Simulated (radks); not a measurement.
# Tc³³⁺ in [Ne]: an all-electron calculation

Aim: the levels, the sizes of the orbitals and the parts of the energy of the technetium ion Tc33+.

Program: radks (a radial shooting solver on a logarithmic mesh, Libxc functionals) version 1. Level of theory: Dirac Kohn-Sham, exchange-only LDA, spin-unpolarised, spherical densities, point nucleus. These are calculated values, not measurements, unless marked.

## Step 1: Starting point

* element: technetium (Z = 43)
* charge: +33
* electrons: 10
* configuration: [Ne]

The outer shells:

Tc³³⁺
```
[He] core
2s [↑↓]
2p [↑↓][↑↓][↑↓]
```

## Step 2: The calculation

Settings of this run:

```text
Z 43
configuration [Ne]
relativity Dirac
functional lda,
spin unpolarised
j_filling average
nucleus point
c 137.035999084
```

Launch:

```bash
$ python run_ks.py task.json out
```

This one command runs every case of the session in turn.

What does the calculation give?

As calculated:

| quantity | value |
| --- | --- |
| total energy | -3404.15406 hartree |
| exchange-correlation share of it | 1.95 % |
| −T/E | 1.0453 |
| highest occupied level | 2p3/2, -4411.2 eV |
| most extended occupied level | 2s1/2, <r> = 0.146 bohr |
| radius at density 0.001 e/bohr³ | 0.537 bohr |
| maxima of the radial density | 2 |
| ionisation energy, NIST | 4505 (semi-emp.) eV |

What this shows: 2 principal shells are occupied and 2 maxima appear in the radial density. −T/E is 1.045: with relativity the kinetic term as defined here no longer equals −E. Minus the highest eigenvalue, 4411.2 eV, is 98 % of the tabulated ionisation energy (4505 eV). 
